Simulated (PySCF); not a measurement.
# Towards the basis-set limit for KRb

An exercise on one series of results from a longer session: the logs are not shown, and one member is left open.

Computed with PySCF 2.14.0. Level: CCSD(T) on RHF, spin-free X2C with a Gaussian nucleus.

Set-up of the first run:

- molecule: KRb
- state: singlet, unpaired electrons none
- smaller basis: K cc-pwCVDZ-X2C, Rb cc-pwCVDZ-X2C
- larger basis: K cc-pwCVTZ-X2C, Rb cc-pwCVTZ-X2C
- frozen core orbitals: 19
- extrapolation: correlation as n⁻³ (n = 2, 3), Hartree–Fock as (n+1)·exp(−9√n)
- corrections: none
- distances (Å): 3.6607, 3.8271, 3.9935, 4.1599, 4.3263, 4.5343, 4.7423
- masses (u): 38.9637, 84.9118
- dissociation limit: K + Rb

Command:

```
OMP_NUM_THREADS=4 python comp.py task.json out
```

Steps of the session up to this table: Coupled cluster at each distance.

One of the session's tables, all rows but one given; the rest of the session is left out.

It belongs to the step «Coupled cluster at each distance». Parts of the energy along the bond, in eV from K + Rb:

```
 R (Å)  HF/CBS  CCSD corr.      (T)
3.6607   0.287      -0.673  -0.0928
3.8271   0.216      -0.643  -0.0886
3.9935   0.169      -0.614  -0.0852
4.1599   0.142      -0.586  -0.0827
4.3263   0.133      -0.561  -0.0812
4.5343       ?           ?        ?
4.7423   0.164      -0.511  -0.0824
```

Q: Estimate the row for R (Å) = 4.5343 from the others.

Worked estimate for «HF/CBS». A straight line through the neighbours (4.3263, 0.133) and (4.7423, 0.164) gives 0.133 + (0.164 − 0.133) × (4.5343 − 4.3263) / (4.7423 − 4.3263) = 0.149; a parabola fitted to 3 rows on both sides gives 0.139.

**Answer.** HF/CBS: 0.140; CCSD corr.: -0.534; (T): -0.0809. In «HF/CBS» the line misses by +0.009 and the parabola by -0.001.

Limits of these values: An extrapolation from double and triple zeta is rough, so this isn't yet the limit.
